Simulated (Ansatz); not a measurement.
# Cl3HSi: the cost of one run

All numbers are computed with Ansatz 0.2.0 through its Python package. Level of theory: PBE/def2-SVP.

### Step 1. The structure

Bond lengths: Cl1–Si2 2.010 Å, Si2–Cl3 2.011 Å, Si2–Cl4 2.010 Å, Si2–H5 1.451 Å. Angles: Cl1–Si2–Cl3 109.6°, Cl1–Si2–Cl4 109.6°, Cl1–Si2–H5 109.3°, Cl3–Si2–Cl4 109.6°, Cl3–Si2–H5 109.4°, Cl4–Si2–H5 109.3°.

The script holds or builds the structure itself.

### Step 2. The script

cl3hsi_scan.py reads:

```python
'''Potential curve of Cl3HSi along one bond.'''

import warnings

import ansatz as az
from ase import Atoms
import matplotlib.pyplot as plt
import numpy as np

config = {
    'basis_set': 'def2-SVP',
    'xc': 'pbe',
}


def main() -> None:
    warnings.simplefilter('ignore', az.DeckWarning)

    atoms = Atoms(['Cl', 'Si', 'Cl', 'Cl', 'H'], positions=[
        [1.67356, -0.56709, 0.88573],
        [-0.07973, -0.01193, 0.07379],
        [0.01561, 1.91692, -0.48543],
        [-0.47356, -1.1606, -1.52828],
        [-1.13588, -0.1773, 1.05419],
    ])
    geometry = az.Crystal.molecule_from_ase(atoms)

    symbols = [site.symbol for site in geometry.cartesian_sites]
    start = np.array([site.position_ang for site in geometry.cartesian_sites])
    axis = (start[0] - start[1]) / np.linalg.norm(start[0] - start[1])
    moving = [0]
    lengths, energies = [1.769, 1.85, 1.93, 2.01, 2.091, 2.171, 2.252, 2.372], []
    for length in lengths:
        xyz = start.copy()
        xyz[moving] += (length - np.linalg.norm(start[0] - start[1])) * axis
        point = az.Crystal.molecule()
        for symbol, place in zip(symbols, xyz):
            point = point.atom(symbol, place.tolist())
        calculation = point.calculation().basis(gaussian=config['basis_set']).functional(config['xc'])
        data = calculation.run(threads=1).report
        energies.append(data['free_energy_ev'])
        print(f'r = {length:6.3f} A  E = {energies[-1]:.5f} eV  <S^2> = {abs(data["mean_field"]["state"]["spin_squared"]):.3f}')

    # quartic fit about the minimum
    fit = np.polynomial.Polynomial.fit(lengths, np.array(energies) - min(energies), 4).convert()
    roots = [r.real for r in fit.deriv().roots() if abs(r.imag) < 1e-9 and fit.deriv(2)(r.real) > 0]
    r_e = min(roots, key=lambda r: abs(r - lengths[int(np.argmin(energies))]))
    print(f'minimum of the fit at {r_e:.4f} A, force constant {fit.deriv(2)(r_e):.2f} eV/A^2')
    plt.figure(figsize=(4.5, 3))
    plt.plot(lengths, np.array(energies) - min(energies), 'o-')
    plt.xlabel('bond length (A)')
    plt.ylabel('E - E(min) (eV)')
    plt.tight_layout()
    plt.savefig('scan.png', dpi=100)


if __name__ == '__main__':
    main()
```

### Step 3. The calls as engine input

The engine receives this input (first run):

```yaml
crystal:
  periodic: [false, false, false]
  atoms:
    - { symbol: Cl, position_ang: [1.4630771384783714, -0.5004429162874668, 0.788256419141231] }
    - { symbol: Si, position_ang: [-0.07973, -0.01193, 0.07379] }
    - { symbol: Cl, position_ang: [0.01561, 1.91692, -0.48543] }
    - { symbol: Cl, position_ang: [-0.47356, -1.1606, -1.52828] }
    - { symbol: H, position_ang: [-1.13588, -0.1773, 1.05419] }
basis:
  gaussian:
    orbitals: def2-SVP
hamiltonian:
  xc: pbe
```

### Step 4. Launch

Command:

```bash
python cl3hsi_scan.py
```

What time and memory should one allow on 1 thread of Arm Neoverse V2, shared host?

About 13 s, with a peak of 0.22 GiB.
